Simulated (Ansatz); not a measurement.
Input of an Ansatz 0.2.0 run:

File input.yaml:

```yaml
crystal:
  lattice:
    - [4.102696, 0.0, 0.0]
    - [0.0, 4.102696, 0.0]
    - [0.0, 0.0, 3.9449]
  atoms:
    - { symbol: Sc, position: [0.5, 0.5, 0.5] }
    - { symbol: Eu, position: [0.0, 0.0, 0.0], spin: 7.0 }
hamiltonian:
  xc: pbe
  pseudopotentials: { kind: paw }
magnetization:
  spin_polarized: true
kpoints:
  mp_grid: { grid: [5, 5, 5] }
scf:
  occupations: { method: fermi_dirac, width: 0.05 }
output:
  forces: true
  stress: true
  eigenvalues: true
  write_density: true
  write_potential: true
  elf: true
  volumetric_format: npy
relax:
  f_tol: 0.01
  max_steps: 40
```

Potentials or basis: Ansatz PAW.

The run is started by

```bash
$ ansatz run input.yaml --threads 2 --pin off --max-ram 5632MiB --backend cpu --events-out ev --progress --plain --runs-dir out
```

(1) Estimate the site moments.

(2) Predict the net moment.

(3) What does it give for the absolute moment?

Answers

(1) Sc -0.02; Eu +6.79 μB.

(2) 6.94 μB per cell.

(3) 7.09 μB per cell.

Caveat: the relaxation stopped at its first step, so nothing moved; spin-orbit coupling is left out, which moves the levels of the heavy elements; without U or exact exchange the open f shell lies at the Fermi level, which spoils levels, moments and volumes.
